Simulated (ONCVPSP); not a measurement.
**Pseudopotential generation for oxygen: ONCV, LDA (Perdew-Wang 92)**

Aim: build the potential from the settings below, then test how well it stands in for the atom: other configurations, scattering, ghost states and the plane-wave cutoff that it needs.

Method: ONCVPSP 4.0.1.1 (patched build), LDA (Perdew-Wang 92), scalar-relativistic.

**1. Settings**

The settings as typed:

- element: oxygen (O, Z = 8)
- type: optimised norm-conserving Vanderbilt (ONCV)
- frozen core: [He]
- valence charge: 6
- reference configuration: 2s2 2p4
- partial waves: 2s: rc 0.60 bohr, ncon 4, nbas 8, qcut 11.7 1/bohr, 2 projectors, debl 2.7 Ha; 2p: rc 1.70 bohr, ncon 5, nbas 9, qcut 9.6 1/bohr, 2 projectors, debl 0.7 Ha; d scattering state at 0.31 Ha: rc 1.55 bohr, ncon 3, nbas 8, qcut 6.3 1/bohr, 2 projectors, debl 3.1 Ha
- local potential: polynomial inside 0.55 bohr (lpopt 3, dvloc0 0 Ha)
- core correction: not asked for

An earlier all-electron run gives the scale for the radii.

All-electron outer shells of the reference configuration (LDA (PZ), scalar-relativistic, ld1.x):

```csv
shell,level (eV),outermost node (bohr),outermost maximum (bohr)
1s,-510.89,–,0.13
2s,-23.75,0.28,0.88
2p,-9.20,–,0.82
```

**2. The generation run**

O.dat

```
# ATOM AND REFERENCE CONFIGURATION
# atsym  z   nc   nv     iexc    psfile
  O 8.00    1    2  -001012      upf
#
#   n    l    f
    1    0    2.00
    2    0    2.00
    2    1    4.00
#
# PSEUDOPOTENTIAL AND OPTIMIZATION
# lmax
    2
#
#   l,   rc,      ep,       ncon, nbas, qcut
    0    0.60    0.00    4    8   11.70
    1    1.70    0.00    5    9    9.60
    2    1.55    0.31    3    8    6.30
#
# LOCAL POTENTIAL
# lloc, lpopt,  rc(5),   dvloc0
    4    3    0.55    0.00
#
# VANDERBILT-KLEINMAN-BYLANDER PROJECTORs
# l, nproj, debl
    0    2    2.70
    1    2    0.70
    2    2    3.10
#
# MODEL CORE CHARGE
# icmod, fcfact, rcfact
    0    0.00    0.00
#
# LOG DERIVATIVE ANALYSIS
# epsh1, epsh2, depsh
   -2.00    5.00    0.02
#
# OUTPUT GRID
# rlmax, drl
    6.00    0.01
#
# TEST CONFIGURATIONS
# ncnf
    4
# nvcnf
#   n    l    f
    2
    2    0    2.00
    2    1    3.00
#
    2
    2    0    2.00
    2    1    2.00
#
    2
    2    0    2.00
    2    1    1.00
#
    2
    2    0    1.00
    2    1    5.00
#
```

Started as:

```bash
$ oncvpsp.x < O.dat > O.out
```

Before running it: what results should come out? Wanted: cutoffs for 1 and 0.1 mHa per electron, occupied waves; bound ghosts; GHOST(+) flags; largest test error; largest phase difference near zero energy, channels read.

**Answer**, as computed:

| quantity | value |
| --- | --- |
| cutoffs for 1 and 0.1 mHa per electron, occupied waves | 161 Ha and 468 Ha |
| bound ghosts | s at -389.92 eV |
| GHOST(+) flags | d at 31 eV |
| largest test error (AE − PS) | +922 meV, for 2s2 2p1 |
| largest phase difference near zero energy, channels read | 0.001 rad |

It has a bound ghost (s), a state that the atom doesn't have, and that rules the file out. The worst unpolarised test, 2s2 2p1, is off by 922 meV on 104.3 eV; by total energies transferability rates as poor. That test lies far up in energy; among those under 40 eV, nearer to bonding, the largest error is 29 meV. It counts as very hard, with 161 Ha needed at the looser tolerance. The tighter tolerance needs 468 Ha, and converged work needs a cutoff nearer that. At the looser tolerance the 2s wave is the slowest; 2p needs 29 Ha. Near zero energy the phases of the channels with partial waves agree within 0.001 rad. The pseudo curves have a pole with no partner nearby in the atom's: d at 1.15 Ha. At positive energy that is a spurious or a displaced resonance. The program also flags highly localised states, GHOST(+) (d).
